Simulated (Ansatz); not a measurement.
# LiCaF3 in Ansatz: the effect of strain

Crystal: LiCaF3.

```xyz
5
Lattice="3.6108 0.0000 0.0000 0.0000 3.6108 0.0000 0.0000 0.0000 3.7612" Properties=species:S:1:pos:R:3 pbc="T T T"
Ca    0.0000    0.0000    0.0000
F     1.8054    0.0000    1.8806
F     1.8054    1.8054    0.0000
F     0.0000    1.8054    1.8806
Li    1.8054    1.8054    1.8806
```

The cell comes from a database or a generator and needn't be the stable form of this composition.

Alike in all runs:

- Program: Ansatz 0.2.0
- Task: single point
- Functional: PBE
- Potentials or basis: Ansatz PAW
- Cutoff: 420 eV (not typed: the program's choice for these potentials)
- k mesh: 6 × 6 × 6
- Occupations: fermi-dirac, width 0.05 eV
- Spin: no spin polarisation
- Kind of strain: biaxial

```csv
strain,gap on the mesh (eV),pressure (GPa)
-0.04,6.28,7.8
-0.02,6.40,3.5
-0.01,6.45,1.6
0,6.49,0.0
0.01,6.38,-1.5
0.02,6.26,-2.8
0.04,?,?
```

Q: What does the run with strain 0.04 give?

A: gap on the mesh 5.99 eV; pressure -5.1 GPa.

Worked out: The gap on the mesh follows no smooth curve through the other rows. A parabola through the other rows of the pressure, of slope -80 GPa per unit of strain there, extrapolates to -4.8 GPa, against the run's -5.1.

A k mesh can miss the band edges.
